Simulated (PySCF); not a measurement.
# C₇H₁₂O: first hyperpolarisability

Wanted: first hyperpolarisability for C₇H₁₂O (`CC[C@@H]1C/C1=C/OC`).

Programs: PySCF 2.14.0, with routines of our own; each step states its level. All values are computed. Atoms count from 0.

## (1) The system as given

20 atoms, charge 0, multiplicity 1; geometry from: GFN2-xTB.

## (2) Geometry optimisation at PBE0-D3(BJ)/def2-SVP

What the job is given:

```
{"job": {"xc": "PBE0", "basis": "def2-SVP", "d3": "d3bj", "grid": 1, "kind": "geom"}, "charge": 0, "multiplicity": 1}
C     -2.204819     1.192190    -1.267573
C     -0.830296     1.002896    -0.632803
C     -0.569249    -0.455280    -0.318208
C     -1.144633    -1.052981     0.951253
C      0.301529    -0.846245     0.799265
C      1.471563    -0.975785     1.379593
O      2.700826    -0.649619     0.886006
C      2.725045    -0.093833    -0.405633
H     -2.984642     0.836946    -0.597874
H     -2.274132     0.634022    -2.198993
H     -2.384658     2.243013    -1.482034
H     -0.767162     1.585335     0.289253
H     -0.062089     1.373497    -1.317637
H     -0.571268    -1.090250    -1.199942
H     -1.688271    -0.398460     1.619094
H     -1.534556    -2.061347     0.927498
H      1.573258    -1.388086     2.375246
H      3.773486     0.067004    -0.650663
H      2.275354    -0.772404    -1.136644
H      2.189564     0.860067    -0.431936
```

Started as:

```bash
$ OMP_NUM_THREADS=1 python excited_run.py task.json out
```

The driver reads the jobs from task.json and runs them one after another.

The log of the run:

```text
step   0  E = -348.46591624  max force = 0.027843
step   1  E = -348.46796820  max force = 0.002649
step   2  E = -348.46800435  max force = 0.001098
step   3  E = -348.46793039  max force = 0.004410
step   4  E = -348.46801036  max force = 0.001313
step   5  E = -348.46802350  max force = 0.000365
optimisation converged
```

Wall time 50 s (1 thread of AMD EPYC 7B13, shared host); peak memory 0.76 GiB.

Step by step: (the energy doesn't fall at every step)

```
step  energy from step 0 (eV)  largest force component (eV/Å)
   0                   0.0000                          1.4317
   1                  -0.0558                          0.1362
   2                  -0.0568                          0.0565
   3                  -0.0548                          0.2268
   4                  -0.0570                          0.0675
   5                  -0.0573                          0.0188
```

Close pairs (by a distance rule), those that changed most:

```
  bond  before (Å)  after (Å)  change (Å)
 C5–O6       1.364      1.346      -0.018
 C4–C5       1.312      1.329      +0.017
C3–H14       1.082      1.097      +0.016
C3–H15       1.081      1.096      +0.015
 C0–H8       1.088      1.101      +0.014
 C0–H9       1.088      1.102      +0.014
C0–H10       1.087      1.101      +0.013
C2–H13       1.087      1.100      +0.013
```

The next job starts from the end point, and lists it.

```
                         at the end point                value
  point group (found at 0.08 Å tolerance)                   C1
rotational constants (GHz, main isotopes)  3.655, 1.185, 0.952
                        dipole moment (D)                 1.25
```

## (3) First hyperpolarisability: quadratic response CAM-B3LYP/def2-SVPD

What the job is given:

```
{"job": {"kind": "beta", "xc": "CAM-B3LYP", "basis": "def2-SVPD", "wavelengths": [1550, 1064, 694.3]}, "charge": 0, "multiplicity": 1}
C     -2.940457     0.692301    -1.144052
C     -1.574486     0.519595    -0.497489
C     -1.250138    -0.923002    -0.180158
C     -1.787817    -1.561870     1.096246
C     -0.358468    -1.293615     0.923380
C      0.838790    -1.373455     1.495029
O      2.025559    -0.985921     0.991635
C      2.015801    -0.437625    -0.297708
H     -3.740080     0.323714    -0.482565
H     -3.009290     0.129381    -2.088555
H     -3.150649     1.748705    -1.370118
H     -1.513453     1.106601     0.434541
H     -0.792146     0.926263    -1.161980
H     -1.242788    -1.582965    -1.059643
H     -2.364289    -0.916349     1.770968
H     -2.151629    -2.594832     1.048716
H      0.959834    -1.794084     2.497517
H      3.058059    -0.217225    -0.561854
H      1.593587    -1.143526    -1.033370
H      1.425735     0.494686    -0.333990
```

With the program's defaults for keys left out, this is: quadratic response CAM-B3LYP/def2-SVPD first hyperpolarisability, Taylor convention, gas phase.

The log of the run:

```text
coarse grid: 16128 points
cycle   1  E = -348.5587818251  dE =  1.238e+00  |g| = 5.066e-01  |ddm| = 8.984e+00
cycle   2  E = -348.5570096448  dE =  1.772e-03  |g| = 5.685e-01  |ddm| = 1.573e+00
cycle   3  E = -348.6147936593  dE = -5.778e-02  |g| = 7.529e-02  |ddm| = 7.158e-01
cycle   4  E = -348.6155781049  dE = -7.844e-04  |g| = 4.034e-02  |ddm| = 1.700e-01
cycle   5  E = -348.6159572115  dE = -3.791e-04  |g| = 9.433e-03  |ddm| = 8.697e-02
cycle   6  E = -348.6159771481  dE = -1.994e-05  |g| = 2.968e-03  |ddm| = 2.299e-02
cycle   7  E = -348.6159793030  dE = -2.155e-06  |g| = 3.062e-04  |ddm| = 6.177e-03
final grid: 154128 points
cycle   8  E = -348.6920456662  dE = -4.906e-05  |g| = 3.587e-03  |ddm| = 1.548e-01
cycle   9  E = -348.6920464329  dE = -7.667e-07  |g| = 3.344e-03  |ddm| = 1.950e-02
cycle  10  E = -348.6920489562  dE = -2.523e-06  |g| = 6.398e-04  |ddm| = 6.015e-03
cycle  11  E = -348.6920490306  dE = -7.434e-08  |g| = 2.512e-04  |ddm| = 1.470e-03
cycle  12  E = -348.6920490452  dE = -1.458e-08  |g| = 3.863e-05  |ddm| = 7.201e-04
cycle  13  E = -348.6920490456  dE = -3.997e-10  |g| = 1.131e-05  |ddm| = 1.342e-04
converged SCF energy = -348.6920490456

Lowest singlets (eV, f): 6.1577 0.0448  6.4430 0.2392  6.8822 0.0501

First hyperpolarisability (au)
process     nm      |vector|   parallel      HRS      DR
static         -      166.38     -55.95      65.98   5.866
shg       1550.0      179.55     -60.15      71.23   5.864
eope      1550.0      170.59     -57.29          -       -
shg       1064.0      196.57     -65.61      78.03   5.852
eope      1064.0      175.52     -58.86          -       -
shg        694.3      255.37     -84.67     101.82   5.744
eope       694.3      189.25     -63.26          -       -
```

Wall time 54 s (1 thread of AMD EPYC 7B13, shared host); peak memory 1.1 GiB.

## (4) Outcome

| quantity | value |
| --- | --- |
| point group | C1 |
| rotational constants (main isotopes) | 3.65, 1.18, 0.95 GHz |
| β vector (step 3, quadratic response CAM-B3LYP/def2-SVPD) | static 166, SHG 1550.0 nm 180, SHG 1064.0 nm 197, SHG 694.3 nm 255 au |

**Reading.** The optimisation took 5 steps and gained 0.057 eV; among the close pairs (by a distance rule), C5–O6 changed most, from 1.364 to 1.346 Å. No frequency check was run at this level, so the end point may be a saddle. β grows from 166 au (static) to 255 au for doubling at 694.3 nm: normal dispersion, which grows as twice the photon energy moves toward the bright states.
